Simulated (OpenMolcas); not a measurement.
**A workflow on C2H7BO (SMILES CCBO)**

We compute a single-point energy (HF/ANO-RCC-MB), then the energy (CASSCF(2,2)/ANO-RCC-VDZP), then the energy along one coordinate (CASPT2(2,2)/ANO-RCC-VDZP), then an energy scan (SC-NEVPT2(2,2)/ANO-RCC-VDZP), then the energy along one coordinate (MC-PDFT[tPBE](2,2)/ANO-RCC-VDZP) of C2H7BO. 

The results are computed with OpenMolcas 26.06.

## (1) Starting point

C2H7BO: 11 atoms, total charge 0, spin state singlet. As SMILES, `CCBO`. The coordinates come from a PBE0-D4/def2-TZVP relaxation. This is one conformer, not always the lowest.

Bond lengths: C1–C2 1.528 Å, C2–B3 1.569 Å, B3–O4 1.355 Å, C1–H5 1.093 Å, C1–H6 1.092 Å, C1–H7 1.093 Å, C2–H8 1.098 Å, C2–H9 1.101 Å, B3–H10 1.202 Å, O4–H11 0.962 Å. Some angles: C1–C2–B3 114.3°, C2–B3–O4 123.5°, C1–C2–H8 110.4°, C1–C2–H9 108.7°, B3–C2–H8 111.8°, B3–C2–H9 105.8°, C2–C1–H5 111.4°, C2–C1–H6 111.9°, C2–C1–H7 111.0°, C2–B3–H10 121.4°.

## (2) A single-point energy at HF/ANO-RCC-MB (DKH2) (run 1)

The input, coord.xyz:

```xyz
11

C     -0.556200     1.314000     0.194100
C     -0.148100    -0.126400     0.498700
B      0.844200    -0.749700    -0.545000
O      0.775200    -2.034600    -0.968200
H     -1.123600     1.378600    -0.737900
H     -1.178100     1.737200     0.986300
H      0.322300     1.954000     0.082400
H     -1.037300    -0.754700     0.640300
H      0.380300    -0.147700     1.464300
H      1.748300    -0.108300    -1.010000
H      0.038500    -2.519500    -0.584400
```

The input, step1.inp:

```
&GATEWAY
 COORD=coord.xyz
 BASIS=ANO-RCC-MB
 GROUP=NoSym

&SEWARD

&SCF
 PRORBITALS=0

&LOCALISATION
 OCCUPIED
 FREEZE
 PIPEK-MEZEY

&LOCALISATION
 FILEORB=$Project.LocOrb
 VIRTUAL
 PIPEK-MEZEY
```

Launch:

```bash
$ export MOLCAS_MEM=1860
$ pymolcas step1.inp > step1.log
```

The log of the run:

```text
--- Start Module: gateway ---
[...]
--- Stop Module: gateway /rc=_RC_ALL_IS_WELL_ ---
[...]
      Basis functions           27
[...]
       Convergence after  10 Iterations
[...]
::    Total SCF energy                               -179.3010954620
[...]
      Total spin, S                                     0.0000000000
[...]
      Total electronic charge=   32.000000
      Total            charge=   -0.000000
[...]
      Dipole Moment (debye):
      Origin of the operator (angstrom)=    0.2133   -0.4305   -0.2123
                   X= -1.6312E+00               Y= -1.3092E-01               Z=  1.3416E+00           Total=  2.1161E+00
      Quadrupole Moment (debye*angstrom):
[...]
--- Start Module: localisation ---
[...]
--- Stop Module: localisation /rc=_RC_ALL_IS_WELL_ ---
--- Start Module: localisation ---
[...]
--- Stop Module: localisation /rc=_RC_ALL_IS_WELL_ ---
[...]
```

Wall time 5.1 s (1 thread of Intel Xeon Platinum 8259CL at 2.50GHz (Skylake/Cascade Lake), shared host); peak memory 0.38 GiB.

## (3) The energy at CASSCF(2,2)/ANO-RCC-VDZP (DKH2, RICD fitting) (run 2)

coord.xyz is that of step 2.

The input, step2.inp:

```
&GATEWAY
 Coord = coord.xyz
 Basis = ANO-RCC-MB
 Group = NoSym

&SEWARD

&RASSCF
 FileOrb = $CurrDir/step1.LocOrb
 Alter = 2
 1 9 16
 1 17 26
 Spin = 1
 Nactel = 2 0 0
 Inactive = 15
 Ras2 = 2
 OrbListing = Nothing
>>> COPY $Project.RunFile RUNFIL1
>>> COPY $Project.RasOrb INPORB

&GATEWAY
 Coord = coord.xyz
 Basis = ANO-RCC-VDZP
 Group = NoSym
 RICD

&SEWARD
>>> COPY $Project.RunFile RUNFIL2

&EXPBAS

&RASSCF
 FileOrb = $Project.ExpOrb
 Spin = 1
 Nactel = 2 0 0
 Inactive = 15
 Ras2 = 2
 OrbListing = Nothing
 OrbAppear = Compact
```

Launch:

```bash
$ export MOLCAS_MEM=1860
$ pymolcas step2.inp > step2.log
```

The log of the run:

```text
--- Start Module: gateway ---
[...]
      Basis functions           27
[...]
      Number of active orbitals                  2
[...]
      Spin quantum number                      0.0
[...]
      Active orbitals                            2
[...]
      Number of CSFs                             3
[...]
      Number of root(s) required                 1
[...]
      Convergence after  8 iterations
[...]
      printout of CI-coefficients larger than  0.05 for root  1
      energy=    -179.313152
      conf/sym  11     Coeff  Weight
             1  20   0.99604 0.99210
             3  02  -0.08888 0.00790
      Natural orbitals and occupation numbers for root  1
      sym 1:   1.984199   0.015801
      ************************************************************************************************************************
      *                                                    Final results                                                     *
[...]
::    RASSCF root number  1 Total energy:   -179.31315176
[...]
      Basis functions           91
[...]
      Convergence after 12 iterations
[...]
      Natural orbitals and occupation numbers for root  1
      sym 1:   1.983759   0.016241
      ************************************************************************************************************************
      *                                                    Final results                                                     *
[...]
::    RASSCF root number  1 Total energy:   -179.57653515
[...]
      Total electronic charge=   32.000000
      Total            charge=   -0.000000
[...]
      Dipole Moment (debye):
      Origin of the operator (angstrom)=    0.2133   -0.4305   -0.2123
                   X= -1.4462E+00               Y=  3.9858E-03               Z=  1.1785E+00           Total=  1.8656E+00
      Quadrupole Moment (debye*angstrom):
[...]
```

It took 14 s on 1 thread of Intel Xeon Platinum 8259CL at 2.50GHz (Skylake/Cascade Lake), shared host; peak memory 0.38 GiB.

## (4) An energy scan at CASPT2(2,2)/ANO-RCC-VDZP (DKH2, RICD fitting, ipea shift 0.25 Eh, pt2 variant SS) (run 3)

The input, step3.input:

```
* C2H7BO CASPT2
>>> COPY $CurrDir/step2.RasOrb $Project.RasOrb
>>> ForEach K in (1, 2, 3, 4, 5, 6, 7, 8, 9)
&GATEWAY
Coord
$CurrDir/point$K.xyz
Basis
ANO-RCC-VDZP
Group
NoSym
RICD
&SEWARD
&RASSCF
FileOrb
$Project.RasOrb
Spin
1
Nactel
2 0 0
Inactive
15
Ras2
2
OrbListing
Nothing
OrbAppear
Compact
&CASPT2
Imaginary
0.2
Frozen
4
>>> EndDo
```

Launch:

```bash
$ export MOLCAS_MEM=1860
$ pymolcas step3.input > step3.log
```

The log of the run:

```text
[...]
      Basis functions           91
[...]
      Number of active orbitals                  2
[...]
      Spin quantum number                      0.0
[...]
      Active orbitals                            2
[...]
      Number of CSFs                             3
[...]
      Number of root(s) required                 1
[...]
      Convergence after 10 iterations
[...]
      printout of CI-coefficients larger than  0.05 for root  1
      energy=    -179.566796
      conf/sym  11     Coeff  Weight
             1  20   0.99714 0.99428
             3  02  -0.07563 0.00572
      Natural orbitals and occupation numbers for root  1
      sym 1:   1.988561   0.011439
      ************************************************************************************************************************
      *                                                    Final results                                                     *
[...]
::    RASSCF root number  1 Total energy:   -179.56679643
[...]
::    CASPT2 Root  1     Total energy:   -180.13549598
[...]
      Convergence after 10 iterations
[...]
      Natural orbitals and occupation numbers for root  1
      sym 1:   1.983764   0.016236
      ************************************************************************************************************************
      *                                                    Final results                                                     *
[...]
      Convergence after 11 iterations
[...]
      Convergence after 10 iterations
[...]
      Convergence after  9 iterations
[...]
::    RASSCF root number  1 Total energy:   -179.43295508
[...]
::    CASPT2 Root  1     Total energy:   -179.99082819
[...]
      Convergence after 10 iterations
[...]
::    RASSCF root number  1 Total energy:   -179.42079528
[...]
      Reference weight:           0.84668
[...]
::    CASPT2 Root  1     Total energy:   -179.97674410
[...]
```

It took 92 s on 1 thread of Intel Xeon Platinum 8259CL at 2.50GHz (Skylake/Cascade Lake), shared host; peak memory 0.084 GiB.

The scan, from its lowest point:

| H10–B3 (Å) | energy (kJ/mol) |
| --- | --- |
| 1.082 | 22.7 |
| 1.202 | 0.0 |
| 1.322 | 11.5 |
| 1.503 | 60.4 |
| 1.743 | 143.8 |
| 2.044 | 242.4 |
| 2.404 | 332.2 |
| 2.885 | 402.6 |
| 3.606 | 439.5 |

## (5) The energy along one coordinate at SC-NEVPT2(2,2)/ANO-RCC-VDZP (DKH2, RICD fitting, pt2 variant SC-NEVPT2) (run 4)

The input, step4.inp:

```
* C2H7BO NEVPT2
>>> EXPORT MOLCAS_PRINT=2
>>> COPY $CurrDir/step2.RasOrb $Project.RasOrb
>>> ForEach K in (1, 2, 3, 4, 5, 6, 7, 8, 9)
&gateway
coord=$CurrDir/point$K.xyz
basis=ANO-RCC-VDZP
group=NoSym
ricd
&seward
&rasscf
fileorb=$Project.RasOrb
spin=1
nactel=2 0 0
inactive=15
ras2=2
orblisting=Nothing
orbappear=Compact
&caspt2
sc-nevpt2
frozen=4
>>> EndDo
```

Launch:

```bash
$ export MOLCAS_MEM=1860
$ pymolcas step4.inp > step4.log
```

The log of the run:

```text
--- Start Module: gateway ---
[...]
      Basis functions           91
[...]
      Number of active orbitals                  2
[...]
      Spin quantum number                      0.0
[...]
      Active orbitals                            2
[...]
      Number of CSFs                             3
[...]
      Number of root(s) required                 1
[...]
      Convergence after 10 iterations
[...]
      printout of CI-coefficients larger than  0.05 for root  1
      energy=    -179.566796
      conf/sym  11     Coeff  Weight
             1  20   0.99714 0.99428
             3  02  -0.07563 0.00572
      Natural orbitals and occupation numbers for root  1
      sym 1:   1.988561   0.011439
      ************************************************************************************************************************
      *                                                    Final results                                                     *
[...]
::    RASSCF root number  1 Total energy:   -179.56679643
[...]
::    SC-NEVPT2 Root  1     Total energy:   -180.13124685
[...]
      Convergence after 10 iterations
[...]
      Natural orbitals and occupation numbers for root  1
      sym 1:   1.983764   0.016236
      ************************************************************************************************************************
      *                                                    Final results                                                     *
[...]
      Convergence after 11 iterations
[...]
      Convergence after 10 iterations
[...]
      Convergence after  9 iterations
[...]
::    RASSCF root number  1 Total energy:   -179.43295508
[...]
::    SC-NEVPT2 Root  1     Total energy:   -179.98849488
[...]
      Convergence after 10 iterations
[...]
::    RASSCF root number  1 Total energy:   -179.42079528
[...]
::    SC-NEVPT2 Root  1     Total energy:   -179.97482439
[...]
```

Wall time 87 s (1 thread of Intel Xeon Platinum 8259CL at 2.50GHz (Skylake/Cascade Lake), shared host); peak memory 0.084 GiB.

The scan, from its lowest point:

| H10–B3 (Å) | energy (kJ/mol) |
| --- | --- |
| 1.082 | 23.5 |
| 1.202 | 0.0 |
| 1.322 | 10.9 |
| 1.503 | 58.9 |
| 1.743 | 141.4 |
| 2.044 | 239.3 |
| 2.404 | 328.5 |
| 2.885 | 398.2 |
| 3.606 | 434.1 |

## (6) An energy scan at MC-PDFT[tPBE](2,2)/ANO-RCC-VDZP (DKH2, RICD fitting) (run 5)

The input, step5.input:

```
>>> COPY $CurrDir/step2.RasOrb $Project.RasOrb
>>> ForEach K in (1, 2, 3, 4, 5, 6, 7, 8, 9)

&gateway
 coord=$CurrDir/point$K.xyz
 basis=ANO-RCC-VDZP
 group=NoSym
 ricd

&seward

&rasscf
 fileorb=$Project.RasOrb
 spin=1
 nactel=2 0 0
 inactive=15
 ras2=2
 orblisting=Nothing
 orbappear=Compact

&mcpdft
 ksdft=T:PBE
>>> EndDo
```

Launch:

```bash
$ export MOLCAS_MEM=1860
$ pymolcas step5.input > step5.log
```

The log of the run:

```text
--- Start Module: gateway ---
[...]
      Basis functions           91
[...]
      Number of active orbitals                  2
[...]
      Spin quantum number                      0.0
[...]
      Active orbitals                            2
[...]
      Number of CSFs                             3
[...]
      Number of root(s) required                 1
[...]
      Convergence after 10 iterations
[...]
      printout of CI-coefficients larger than  0.05 for root  1
      energy=    -179.566796
      conf/sym  11     Coeff  Weight
             1  20   0.99714 0.99428
             3  02  -0.07563 0.00572
      Natural orbitals and occupation numbers for root  1
      sym 1:   1.988561   0.011439
      ************************************************************************************************************************
      *                                                    Final results                                                     *
[...]
::    RASSCF root number  1 Total energy:   -179.56679643
[...]
::    MCPDFT root number  1 Total energy:   -180.42384525
[...]
      Convergence after 10 iterations
[...]
      Natural orbitals and occupation numbers for root  1
      sym 1:   1.983764   0.016236
      ************************************************************************************************************************
      *                                                    Final results                                                     *
[...]
      Convergence after 11 iterations
[...]
      Convergence after 10 iterations
[...]
      Convergence after  9 iterations
[...]
::    RASSCF root number  1 Total energy:   -179.43295508
[...]
::    MCPDFT root number  1 Total energy:   -180.27532454
[...]
      Convergence after 10 iterations
[...]
::    RASSCF root number  1 Total energy:   -179.42079528
[...]
::    MCPDFT root number  1 Total energy:   -180.25936907
[...]
```

Run time: 1.8 min. Hardware: 1 thread of Intel Xeon Platinum 8259CL at 2.50GHz (Skylake/Cascade Lake), shared host; peak memory 0.084 GiB.

The scan, from its lowest point:

| H10–B3 (Å) | energy (kJ/mol) |
| --- | --- |
| 1.082 | 23.1 |
| 1.202 | 0.0 |
| 1.322 | 10.6 |
| 1.503 | 57.8 |
| 1.743 | 139.8 |
| 2.044 | 239.3 |
| 2.404 | 333.7 |
| 2.885 | 413.0 |
| 3.606 | 454.9 |

## (7) Results

```
                                                         quantity          value
                               run 1, HF/ANO-RCC-MB: total energy  -179.30110 Eh
                              run 1, HF/ANO-RCC-MB: dipole moment         2.12 D
                                run 1, HF/ANO-RCC-MB: HOMO energy      -12.99 eV
                                run 1, HF/ANO-RCC-MB: LUMO energy        3.88 eV
                              run 1, HF/ANO-RCC-MB: HOMO–LUMO gap       16.87 eV
                    run 2, CASSCF(2,2)/ANO-RCC-VDZP: total energy  -179.57654 Eh
  run 2, CASSCF(2,2)/ANO-RCC-VDZP: dipole moment (CASSCF density)         1.87 D
       run 3, CASPT2(2,2)/ANO-RCC-VDZP: lowest energy of the scan  -180.14416 Eh
    run 4, SC-NEVPT2(2,2)/ANO-RCC-VDZP: lowest energy of the scan  -180.14018 Eh
run 5, MC-PDFT[tPBE](2,2)/ANO-RCC-VDZP: lowest energy of the scan  -180.43263 Eh
```

In words: Mulliken charges (run 1, HF/ANO-RCC-MB) run from -0.69 on O4 to +0.47 on B3. Mulliken charges (run 2, CASSCF(2,2)/ANO-RCC-VDZP) run from -0.32 on O4 to +0.45 on B3.
